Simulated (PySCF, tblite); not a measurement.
# ClH12N3Si4, a small molecule taken as a stand-in for a surface group (nitrogen-backed Si): NMR shifts, core binding energies and electronic excitations

Aim: the NMR shifts, core binding energies and electronic excitations of `[SiH3]N[Si](Cl)(N[SiH3])N[SiH3]`.

Programs: tblite 0.8.0 and PySCF 2.14.0. All values are calculated, for the isolated system unless a continuum is named. Atoms count from 0, parts from 1.

### 1 The system as given

20 atoms, charge 0, multiplicity 1; geometry: distance geometry start.

### 2 Relaxing the cluster with GFN2-xTB

What the job is given:

```
{"job": {"kind": "relax", "xc": "GFN2-xTB", "basis": "xTB"}, "charge": 0, "multiplicity": 1}
Si     1.281354    -1.944162     1.312191
N      0.381812    -0.523511     1.051647
Si     0.179523    -0.054040    -0.519779
N     -0.126599     1.564476    -0.470406
Si     1.233742     2.581469    -0.386140
N     -1.231230    -0.662906    -1.130110
Si    -2.597536    -0.615098    -0.184760
Cl     1.631923    -0.577761    -1.868951
H      2.680095    -1.655056     1.018326
H      1.160605    -2.236120     2.769156
H      0.720036    -3.025270     0.507598
H      0.766999     0.232646     1.582592
H     -0.663131     1.810756    -1.291068
H      2.110138     2.169876     0.724202
H      1.933217     2.567601    -1.717306
H      0.722198     3.955879    -0.150216
H     -1.068808    -1.624671    -1.393324
H     -3.694563    -1.148790    -1.036976
H     -2.967918     0.766083     0.241918
H     -2.485286    -1.564123     0.950174
```

With the program's defaults for keys left out, this is: GFN2-xTB geometry optimisation, gas phase.

On the command line:

```bash
> OMP_NUM_THREADS=1 python cluster_run.py task.json out
```

The driver reads the jobs from task.json and runs them one after another.

**Question.** The jobs that follow are: PBE0-D3(BJ)/def2-SVP geometry optimisation, gas phase; GIAO PBE0/pcSseg-1 NMR shielding, non-relativistic, gas phase; delta-SCF UKS SCAN, pcX-2 on the ionised atom, pcseg-1 elsewhere, spin-free X2C; TDDFT CAM-B3LYP/def2-SVPD, vertical, gas phase, core orbitals frozen in the response. Predict: point group; rotational constants (main isotopes); ¹H shifts against TMS (PBE0/pcSseg-1); ²⁹Si shifts against TMS (PBE0/pcSseg-1); ¹⁵N shifts against NH3 (PBE0/pcSseg-1); ³⁵Cl shifts against HCl (PBE0/pcSseg-1); surface potential, 1st and 99th percentile; N1s binding energies, SCAN/pcX-2; Si2p binding energies, SCAN/pcX-2 (standing for 1 of 4 atoms); Cl2p binding energies, SCAN/pcX-2; lowest singlet (CAM-B3LYP/def2-SVPD); brightest single state of those computed; lowest triplet; vertical ionisation energy (ΔSCF).

The runs gave:

| quantity | value |
| --- | --- |
| point group | C1 |
| rotational constants (main isotopes) | 0.97, 0.58, 0.50 GHz |
| ¹H shifts against TMS (PBE0/pcSseg-1) | 4.78, 4.73, 4.68, 4.66, 4.66, 4.65, 4.62, 4.57, 4.57, 0.47, 0.46, 0.37 ppm |
| ²⁹Si shifts against TMS (PBE0/pcSseg-1) | -22.2, -53.4, -54.9, -55.7 ppm |
| ¹⁵N shifts against NH3 (PBE0/pcSseg-1) | 35.2, 32.9, 32.2 ppm |
| ³⁵Cl shifts against HCl (PBE0/pcSseg-1) | 90 ppm |
| surface potential, 1st and 99th percentile | -0.68 V and 1.81 V |
| N1s binding energies, SCAN/pcX-2 | N3 404.31, N5 404.29, N1 404.28 eV |
| Si2p binding energies, SCAN/pcX-2 (standing for 1 of 4 atoms) | Si2 108.08 eV |
| Cl2p binding energies, SCAN/pcX-2 | Cl7 205.98 eV |
| lowest singlet (CAM-B3LYP/def2-SVPD) | 6.66 eV (186 nm), f = 0.013 |
| brightest single state of those computed | state 4, 7.70 eV, f = 0.028 |
| lowest triplet | 6.34 eV |
| vertical ionisation energy (ΔSCF) | 9.65 eV |

Over 19 steps the energy fell by 0.392 eV; of the close pairs, Si0–H8 changed most, 1.429 to 1.496 Å (PBE0/def2-SVP). No frequency check was run at this level, so the end point may be a saddle. At PBE0/pcSseg-1: The largest span, 231 ppm, is at Cl7, where the paramagnetic term is -297 ppm. The N1s levels computed lie within 0.03 eV of one another, too close to rank. The lowest singlet, at 6.66 eV, is HOMO→LUMO 0.53, HOMO−1→LUMO 0.21 and is weak; of the 6 states computed, the strongest absorption comes from states 5 to 6 together at 7.73 eV (the last computed, so partners may be missing). The lowest triplet lies 0.32 eV below the lowest singlet (triplets in Tamm-Dancoff, singlets in full TDDFT). ΔSCF puts the ionisation energy at 9.65 eV, 0.53 eV above −ε(HOMO). A capped cluster stands for the solid here, so long-range fields and strain are missing, and bands or shifts of the capping hydrogens have no counterpart in it.
